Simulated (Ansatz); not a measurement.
# C2H8AsN: a ladder of functionals and wavefunction methods

Aim: compute C2H8AsN with functionals from several rungs and with coupled cluster. The yardstick is the atomisation energy at the CCSD(T) limit.

Method: functionals in def2-TZVPP, the program's frozen cores in correlated methods; program: Ansatz 0.2.0, Gaussian basis.

The runs, in order: PBE-D4, r2SCAN-D4, PBE0-D4, B3LYP-D4, ωB97X-V, ωB97M-V, B2PLYP; CCSD(T)/def2-TZVPP; MP2/def2-QZVPP; extrapolation to the limit.

### Step 1. The relaxed structure

All runs share one geometry, relaxed beforehand with PBE0-D4 in a triple-zeta def2 set.

SMILES `CNC[AsH2]`, 12 atoms, charge 0, spin multiplicity 1.

Atoms are counted from 1 here; the program's logs count them from 0.

Bond lengths: C1–N2 1.448 Å, C1–H5 1.092 Å, C1–H6 1.094 Å, C1–H7 1.103 Å, N2–C3 1.440 Å, N2–H8 1.012 Å, C3–As4 1.973 Å, C3–H9 1.104 Å, C3–H10 1.095 Å, As4–H11 1.527 Å, As4–H12 1.522 Å. Angles: N2–C1–H5 109.7°, N2–C1–H6 109.5°, N2–C1–H7 113.9°, H5–C1–H6 107.6°, H5–C1–H7 108.4°, H6–C1–H7 107.5°, C1–N2–C3 113.0°, C1–N2–H8 110.5°, C3–N2–H8 110.0°, N2–C3–As4 114.3°, N2–C3–H9 114.1°, N2–C3–H10 109.3°, As4–C3–H9 106.0°, As4–C3–H10 106.1°, H9–C3–H10 106.5°, C3–As4–H11 94.5°, C3–As4–H12 94.8°, H11–As4–H12 92.1°.

### Step 2. PBE-D4 (GGA)

in.yaml reads:

```yaml
crystal:
  periodic: [false, false, false]
  atoms:
    - {symbol: C, position_ang: [-1.166116, 1.185057, 0.469519]}
    - {symbol: N, position_ang: [-0.238263, 0.418485, -0.335278]}
    - {symbol: C, position_ang: [0.592661, -0.459899, 0.445957]}
    - {symbol: As, position_ang: [1.778070, -1.620219, -0.621942]}
    - {symbol: H, position_ang: [-1.801557, 1.791140, -0.179306]}
    - {symbol: H, position_ang: [-0.609290, 1.867324, 1.117809]}
    - {symbol: H, position_ang: [-1.814075, 0.568407, 1.114385]}
    - {symbol: H, position_ang: [-0.735136, -0.110789, -1.039964]}
    - {symbol: H, position_ang: [0.030613, -1.133612, 1.116742]}
    - {symbol: H, position_ang: [1.249863, 0.138062, 1.085966]}
    - {symbol: H, position_ang: [0.656008, -2.158741, -1.505973]}
    - {symbol: H, position_ang: [2.133920, -0.540415, -1.634116]}
basis:
  gaussian: {orbitals: def2-TZVPP}
hamiltonian: {xc: pbe, dispersion: d4}
output: {forces: true, orbitals: {seedname: orbitals}}
```

Launch:

```sh
> ansatz run in.yaml --threads 4 --pin off --events-out ev --progress --plain --max-ram 10444MiB
```

After this run come: r2SCAN-D4 (meta-GGA); PBE0-D4 (hybrid); B3LYP-D4 (hybrid); ωB97X-V (range-separated); ωB97M-V (range-separated); B2PLYP (double hybrid); CCSD(T) in def2-TZVPP; MP2 in def2-QZVPP.

**Question.** What will the summary of the whole plan be? Wanted: atomisation energy, CCSD(T)/CBS; farthest; mean size of error, hybrid; mean size of error, range-separated; gap, smallest and largest; T1 diagnostic; triples share of the correlation energy.

The runs gave:

```
                               quantity                                                   value
        atomisation energy, CCSD(T)/CBS                                           4056.5 kJ/mol
 functionals within 40.6 kJ/mol (1.0 %)  r2SCAN-D4, PBE0-D4, B3LYP-D4, ωB97X-V, ωB97M-V, B2PLYP
                               farthest                                   PBE-D4 (+82.5 kJ/mol)
             mean size of error, hybrid                                             19.7 kJ/mol
    mean size of error, range-separated                                             22.8 kJ/mol
              gap, smallest and largest                    4.75 eV (PBE-D4), 11.34 eV (ωB97X-V)
                          T1 diagnostic                                                  0.0104
triples share of the correlation energy                                                   3.7 %
```

What this shows: PBE-D4 misses by +82.5 kJ/mol. Double hybrids carry the basis error of their MP2 part in triple zeta, and no dispersion term here, so their miss is partly the set-up's. The reference freezes the cores and leaves out relativity and excitations past (T), and its outer-core shells are covered unevenly, so misses under about 40.6 kJ/mol can't be ranked. Hartree-Fock recovers 70 % of the binding; the rest is correlation. Orbital gaps span 4.8 to 11.3 eV; exact exchange widens them. Correlated methods include outer-core shells of As, which these sets cover unevenly.
